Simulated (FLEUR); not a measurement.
## Ge: equation of state with PBEsol

Ge:

```
CELL_PARAMETERS angstrom
1.48805 -2.59469 0.00000
1.48805 2.59469 0.00000
0.00000 0.00000 4.72760
ATOMIC_POSITIONS crystal
Ge 0.33345 0.66655 0.25000
Ge 0.66655 0.33345 0.75000
```

This isn't the form of Ge at room conditions, which is diamond.

```
Program                  : FLEUR MaX-R8.1 (later development tree)
Task                     : equation of state
Functional               : PBEsol
Potentials or basis      : all-electron
Basis                    : FLAPW
Kmax                     : 4.1 1/bohr
k mesh                   : 10 × 10 × 6
Occupations              : fermi-dirac, width 0.05 eV
Spin                     : no spin polarisation
Gmax                     : 12.7 1/bohr
Muffin-tin radii         : Ge 2.48 bohr
lmax                     : Ge 10
lnonsphr                 : Ge 10
Local orbitals a species : Ge 6
```

* Equilibrium volume: 18.39 Å³/atom
* Bulk modulus at fixed shape and positions: 77 GPa
* Pressure derivative of the bulk modulus: 4.3

Energy against volume, from the lowest point:
| volume (Å³/atom) | energy (meV/atom) |
| --- | --- |
| 17.158 | 21.98 |
| 17.523 | 10.36 |
| 17.888 | 3.17 |
| 18.253 | 0.00 |
| 18.618 | 0.43 |
| 18.984 | 4.10 |
| 19.349 | 10.71 |

Caveat: the cell was scaled at fixed shape and fractional positions, which overstates the stiffness of a crystal with free parameters, most of all of layers and chains.
